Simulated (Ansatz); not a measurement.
The system is Hf2Pd2Se2Br2O3.

```
Hf Pd Se Br O
1.0
     5.76069    0.00496   -0.00286
    -0.52750    5.84664    0.03413
    -1.48435   -0.92642    6.64586
Hf Pd Se Br O
2 2 2 2 3
Direct
  0.74540 0.39602 0.34989
  0.28763 0.45322 0.59401
  0.90854 0.13294 0.84849
  0.25249 0.90323 0.35874
  0.63469 0.40355 0.93716
  0.62597 0.78174 0.53023
  0.85273 0.99089 0.15355
  0.22526 0.82084 0.86223
  0.96040 0.28925 0.59026
  0.43233 0.24524 0.40864
  0.07457 0.58308 0.36682
```

The cell was built by a generator and needn't be a form met in nature.

Base run:

| Property | Result |
| --- | --- |
| Program | Ansatz 0.2.0 |
| Functional | LDA |
| Potentials or basis | all-electron LAPW, scalar-relativistic |
| Cutoff | 420 eV |
| Density cutoff | 1678 eV |
| Basis error allowed | 0.002 eV/atom |
| k mesh | 4 × 4 × 3 |
| Occupations | fermi-dirac, width 0.05 eV |
| Spin | no spin polarisation |

Its results: band gap on the k mesh 0.17 eV, indirect (least direct gap 0.32 eV); pressure -7.2 GPa; largest force 0.548 eV/Å.

**Question.** The run is repeated on the same cell with these changes: functional from LDA to PBE. What comes out?

**Answer.** Band gap on the k mesh 0.22 eV, indirect (least direct gap 0.35 eV); pressure 0.0 GPa; largest force 0.010 eV/Å.

PBE binds less tightly than LDA, so the same cell stands under more pressure.

Caveats: spin-orbit coupling is left out, which moves the levels of the heavy elements.

A k mesh can miss the band edges.

Not every run made on this cell is shown here.
